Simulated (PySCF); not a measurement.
# GeSi2NH9 (SMILES [SiH3][SiH2][NH][GeH3]) at 5 levels

Aim: a comparison of 5 runs (HF/3-21G, HF/def2-SVP, r2SCAN/STO-3G, SVWN5/6-31G, B3LYP/6-31G*) of GeSi2NH9. 

The results are computed with PySCF 2.14.0.

**1. The structure to begin with**

GeSi2NH9: 13 atoms, total charge 0, spin state singlet. As SMILES, `[SiH3][SiH2][NH][GeH3]`. The coordinates come from a PBE0-D4/def2-TZVP relaxation. This is one conformer, not always the lowest.

Bond lengths: Si1–Si2 2.343 Å, Si2–N3 1.723 Å, N3–Ge4 1.841 Å, Si1–H5 1.488 Å, Si1–H6 1.489 Å, Si1–H7 1.491 Å, Si2–H8 1.489 Å, Si2–H9 1.496 Å, N3–H10 1.009 Å, Ge4–H11 1.543 Å, Ge4–H12 1.538 Å, Ge4–H13 1.534 Å. Some angles: Si1–Si2–N3 110.1°, Si2–N3–Ge4 126.9°, Si1–Si2–H8 110.6°, Si1–Si2–H9 108.2°, N3–Si2–H8 107.1°, N3–Si2–H9 114.2°, Si2–Si1–H5 111.1°, Si2–Si1–H6 111.0°, Si2–Si1–H7 109.7°, Si2–N3–H10 116.9°.

**2. Energy and gradient at HF/3-21G (run 1)**

geometry.xyz

```xyz
13

Si    -0.385800     2.535800    -0.213700
Si    -0.895200     0.258800    -0.000600
N      0.498700    -0.695100    -0.341400
Ge     0.905100    -2.348000     0.360000
H      0.595400     2.964200     0.820000
H     -1.612000     3.371000    -0.085500
H      0.213700     2.794200    -1.554400
H     -1.310800    -0.056800     1.394100
H     -2.071100    -0.040900    -0.875800
H      1.027700    -0.453500    -1.166300
H      0.289300    -3.491200    -0.473100
H      2.435400    -2.499000     0.369300
H      0.330000    -2.374300     1.782000
```

calc.py

```python
from pyscf import gto

system = gto.Mole()
system.atom = 'geometry.xyz'
system.charge = 0
system.basis = '3-21g'
system.spin = 0
system.verbose = 3
system.max_memory = 1860
system.build()

calc0 = system.RHF()
calc0.conv_tol = 1e-10
calc0.kernel()
if not calc0.converged:
    calc0 = calc0.newton().run(calc0.mo_coeff, calc0.mo_occ)

e_tot = calc0.e_tot
print('Final energy', e_tot)
grad = calc0.nuc_grad_method().kernel()
calc0.analyze()
```

Run with:

```console
$ OMP_NUM_THREADS=1 python calc.py
```

The program printed:

```text
converged SCF energy = -2699.51070869493
[... 19 lines left out ...]
MO #10  energy= -6.11897489834432  occ= 2
[... 12 lines left out ...]
MO #23  energy= -1.56485999411134  occ= 2
[... 12 lines left out ...]
MO #36  energy= -0.46009675217879  occ= 2
[... 12 lines left out ...]
MO #49  energy= 0.301178692341178  occ= 0
[... 12 lines left out ...]
MO #62  energy= 0.727434844264381  occ= 0
[... 12 lines left out ...]
MO #75  energy= 2.58937852356914   occ= 0
[... 14 lines left out ...]
Dipole moment(X, Y, Z, Debye):  0.61224, -0.76225, -0.59095
```

Run time: 5.1 s. Hardware: 1 thread of Intel Xeon at 2.70GHz, shared host; peak memory 0.15 GiB.

**3. Energy and forces at HF/def2-SVP (run 2)**

mol.xyz

```xyz
13
GeH9NSi2
Si    -0.385800     2.535800    -0.213700
Si    -0.895200     0.258800    -0.000600
N      0.498700    -0.695100    -0.341400
Ge     0.905100    -2.348000     0.360000
H      0.595400     2.964200     0.820000
H     -1.612000     3.371000    -0.085500
H      0.213700     2.794200    -1.554400
H     -1.310800    -0.056800     1.394100
H     -2.071100    -0.040900    -0.875800
H      1.027700    -0.453500    -1.166300
H      0.289300    -3.491200    -0.473100
H      2.435400    -2.499000     0.369300
H      0.330000    -2.374300     1.782000
```

run.py

```python
import pyscf.grad
from pyscf import gto, scf

mol = gto.M(
    atom='mol.xyz',
    charge=0,
    verbose=4,
    max_memory=1860,
    spin=0,
    basis='def2-svp',
)

hf = scf.RHF(mol)
hf.conv_tol = 1e-10
hf.kernel()
if not hf.converged:
    hf = hf.newton().run(hf.mo_coeff, hf.mo_occ)

e_tot = hf.e_tot
print('Final energy', e_tot)
grad = hf.Gradients().kernel()
hf.analyze()
```

Run with:

```console
$ OMP_NUM_THREADS=1 python run.py
```

The program printed:

```text
PySCF version 2.14.0

[... 102 lines left out ...]
MO #12  energy= -5.17201843504865  occ= 2
[... 22 lines left out ...]
MO #35  energy= -0.475085804964952 occ= 2
[... 22 lines left out ...]
MO #58  energy= 0.473266906425573  occ= 0
[... 22 lines left out ...]
MO #81  energy= 1.11560912784835   occ= 0
[... 22 lines left out ...]
MO #104 energy= 2.00530587528215   occ= 0
[... 22 lines left out ...]
MO #127 energy= 3.61617079542129   occ= 0
[... 143 lines left out ...]
Dipole moment(X, Y, Z, Debye):  0.71692, -0.73897, -0.49494
```

Run time: 24 s. Hardware: 1 thread of Intel Xeon at 2.70GHz, shared host; peak memory 0.37 GiB.

Runs 3 to 4 aren't shown in full; the table further down has their settings and results.

**4. Energy and gradient at B3LYP/6-31G(d) (spherical functions) (run 5)**

run.py

```python
from pyscf import gto, dft

system = gto.M(
    atom='''
Si      -0.385800       2.535800      -0.213700
Si      -0.895200       0.258800      -0.000600
N        0.498700      -0.695100      -0.341400
Ge       0.905100      -2.348000       0.360000
H        0.595400       2.964200       0.820000
H       -1.612000       3.371000      -0.085500
H        0.213700       2.794200      -1.554400
H       -1.310800      -0.056800       1.394100
H       -2.071100      -0.040900      -0.875800
H        1.027700      -0.453500      -1.166300
H        0.289300      -3.491200      -0.473100
H        2.435400      -2.499000       0.369300
H        0.330000      -2.374300       1.782000
''',
    verbose=3,
    max_memory=1860,
    charge=0,
    spin=0,
    basis='6-31g*',
)

calc0 = dft.RKS(system)
calc0.xc = 'b3lyp'
calc0.grids.level = 5
calc0.conv_tol = 1e-10
calc0.kernel()
if not calc0.converged:
    calc0 = calc0.newton().run(calc0.mo_coeff, calc0.mo_occ)

e_tot = calc0.e_tot
print('E = %.10f Eh' % e_tot)
grad = calc0.nuc_grad_method().kernel()
dip = calc0.dip_moment()
pop, q = calc0.mulliken_pop()
```

Run with:

```console
$ OMP_NUM_THREADS=1 python run.py
```

The program printed:

```text
converged SCF energy = -2715.91860491956
[... 9 lines left out ...]
Dipole moment(X, Y, Z, Debye):  0.67509, -0.72725, -0.51219
[... 114 lines left out ...]
charge of   12H =      0.03221
```

Run time: 73 s. Hardware: 1 thread of Intel Xeon at 2.70GHz, shared host; peak memory 1 GiB.

**5. Overview of the runs**

```csv
run,level,integration grid,energy (Eh),dipole moment (D),HOMO energy (eV),LUMO energy (eV),wall time
1,HF/3-21G,–,-2699.510709,1.14,-9.84,3.45,5.1 s
2,HF/def2-SVP,–,-2712.449583,1.14,-10.12,3.22,24 s
3,r2SCAN/STO-3G,5,-2684.789192,0.67,-1.75,5.12,45 s
4,SVWN5/6-31G,5,-2709.686243,0.97,-5.49,-0.90,40 s
5,B3LYP/6-31G* (spherical functions),5,-2715.918605,1.12,-6.68,-0.23,73 s
```

**6. Summary of results**

```
                       quantity           value
            run 5: total energy  -2715.91860 Eh
           run 5: dipole moment          1.12 D
             run 5: HOMO energy        -6.68 eV
             run 5: LUMO energy        -0.23 eV
           run 5: HOMO–LUMO gap         6.45 eV
run 5: largest force on an atom      0.440 eV/Å
```

In words: The dipole moment (its size) runs from 0.67 D (r2SCAN/STO-3G) to 1.14 D (HF/3-21G). The two ends differ in method and basis. The HOMO–LUMO gap runs from 4.59 eV (SVWN5/6-31G) to 13.34 eV (HF/def2-SVP). Totals of different functionals can't be ranked against each other. In run 3 the basis is minimal, so the values are rough. All runs together took 3.1 min, the longest 73 s.
